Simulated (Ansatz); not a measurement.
# GaN: elastic constants

How stiff is the crystal, and how unevenly? Runs: cell and atoms relaxed (PAW); reference run (PAW); cell relaxed at 30 GPa (PAW); at 30 GPa (PAW); strain amplitude 0.0002 (PAW).

Method: DFT LDA, frozen-core PAW, scalar-relativistic unless said, in Ansatz 0.2.0.

2 further runs of the same task are left out: 1 that didn't finish, 1 set aside as unsound or not needed.

### Step 1. The structure to begin with

It takes space group F-43m (No. 216, cubic). The conventional cell has a = 4.507 Å, b = 4.507 Å, c = 4.507 Å, α = 90.00°, β = 90.00°, γ = 90.00°. Around Ga (site symmetry -43m) lie 4 N at 1.95 Å. N (site symmetry -43m) has 4 Ga at 1.95 Å as nearest neighbours.

Coordinates:

```cif
data_structure
_symmetry_space_group_name_H-M 'P 1'
_symmetry_Int_Tables_number 1
_cell_length_a 3.1869
_cell_length_b 3.1869
_cell_length_c 3.1869
_cell_angle_alpha 60.000
_cell_angle_beta 60.000
_cell_angle_gamma 60.000
_cell_volume 22.89
loop_
_atom_site_label
_atom_site_type_symbol
_atom_site_fract_x
_atom_site_fract_y
_atom_site_fract_z
_atom_site_occupancy
Ga1 Ga 0.00000 0.00000 0.00000 1
N1 N 0.25000 0.25000 0.25000 1
```

Cartesian axes are those of the input's lattice vectors. The structure goes back to a database entry.

### Step 2. Cell and atoms relaxed, PAW

input.yaml reads:

```yaml
crystal:
  lattice:
    - [0.0, 2.2535006075, 2.2535006075]
    - [2.2535006075, 0.0, 2.2535006075]
    - [2.2535006075, 2.2535006075, 0.0]
  atoms:
    - { symbol: Ga, position: [0.0, 0.0, 0.0] }
    - { symbol: "N", position: [0.25, 0.25, 0.25] }
kpoints:
  mp_grid: { grid: [16, 16, 16] }
scf:
  occupations: { method: fermi_dirac, width: 0.08 }
hamiltonian:
  xc: lda
  pseudopotentials: { kind: paw }
relax:
  f_tol: 0.002
  max_steps: 80
  cell: {}
output:
  forces: true
  stress: true
  write_density: true
  write_potential: true
  elf: true
  volumetric_format: npy
```

Run with:

```sh
$ ansatz run input.yaml --threads 1 --pin off --max-ram 2560MiB --backend cpu --events-out ev --progress --plain --runs-dir out
```

### Step 4. Reference run, PAW

input.yaml reads:

```yaml
crystal:
  lattice:
    - [0.0, 2.22770524019, 2.22770524019]
    - [2.22770524019, 0.0, 2.22770524019]
    - [2.22770524019, 2.22770524019, 0.0]
  atoms:
    - { symbol: Ga, position: [0.0, 0.0, 0.0] }
    - { symbol: "N", position: [0.25, 0.25, 0.25] }
kpoints:
  mp_grid: { grid: [8, 8, 8] }
scf:
  occupations: { method: fixed }
hamiltonian:
  xc: lda
  pseudopotentials: { kind: paw }
elastic:
  mode: relaxed_ion
  stencil: two_point
  amplitude: 0.003
```

### Step 5. Cell relaxed at 30 GPa, PAW

Changes to input.yaml since step 4:

```diff
@@ -15,5 +15,8 @@
   pseudopotentials: { kind: paw }
-elastic:
-  mode: relaxed_ion
-  stencil: two_point
-  amplitude: 0.003
+relax:
+  f_tol: 0.002
+  max_steps: 80
+  cell: { p_target: 30 }
+output:
+  forces: true
+  stress: true
```

### Step 6. At 30 GPa, PAW

input.yaml reads:

```yaml
crystal:
  lattice:
    - [0.0, 2.14358026992, 2.14358026992]
    - [2.14358026992, 0.0, 2.14358026992]
    - [2.14358026992, 2.14358026992, 0.0]
  atoms:
    - { symbol: Ga, position: [0.0, 0.0, 0.0] }
    - { symbol: "N", position: [0.25, 0.25, 0.25] }
kpoints:
  mp_grid: { grid: [8, 8, 8] }
scf:
  occupations: { method: fixed }
hamiltonian:
  xc: lda
  pseudopotentials: { kind: paw }
elastic:
  mode: relaxed_ion
  stencil: two_point
  amplitude: 0.003
```

### Step 7. Strain amplitude 0.0002, PAW

input.yaml reads:

```yaml
crystal:
  lattice:
    - [0.0, 2.22770524019, 2.22770524019]
    - [2.22770524019, 0.0, 2.22770524019]
    - [2.22770524019, 2.22770524019, 0.0]
  atoms:
    - { symbol: Ga, position: [0.0, 0.0, 0.0] }
    - { symbol: "N", position: [0.25, 0.25, 0.25] }
kpoints:
  mp_grid: { grid: [8, 8, 8] }
scf:
  occupations: { method: fixed }
hamiltonian:
  xc: lda
  pseudopotentials: { kind: paw }
elastic:
  mode: relaxed_ion
  stencil: two_point
  amplitude: 0.0002
```

(Steps that only read results are left out.)

**Question.** What will these runs give? Wanted: C11; C12; C44; bulk, shear and Young's modulus; Debye temperature from sound speeds; universal anisotropy index.

**Answer**, as computed:

| quantity | value |
| --- | --- |
| C11 (PAW) | 291 GPa |
| C12 (PAW) | 159 GPa |
| C44 (PAW) | 162 GPa |
| bulk, shear and Young's modulus | 203, 113, 285 GPa |
| Debye temperature from sound speeds | 619 K |
| universal anisotropy index | 1.04 |

All eigenvalues are positive, so the crystal is mechanically stable; by PAW K = 203 and G = 113 GPa, K/G = 1.80, on the ductile side of Pugh's rough line at 1.75, which was drawn for metals. Young's modulus runs from 178 to 383 GPa with direction. At 30 GPa K rises to 324 GPa. Cautions: frozen-core PAW files fitted under PBE, their cores solved anew for the functional of the run; constants at zero field, no piezoelectric stiffening.
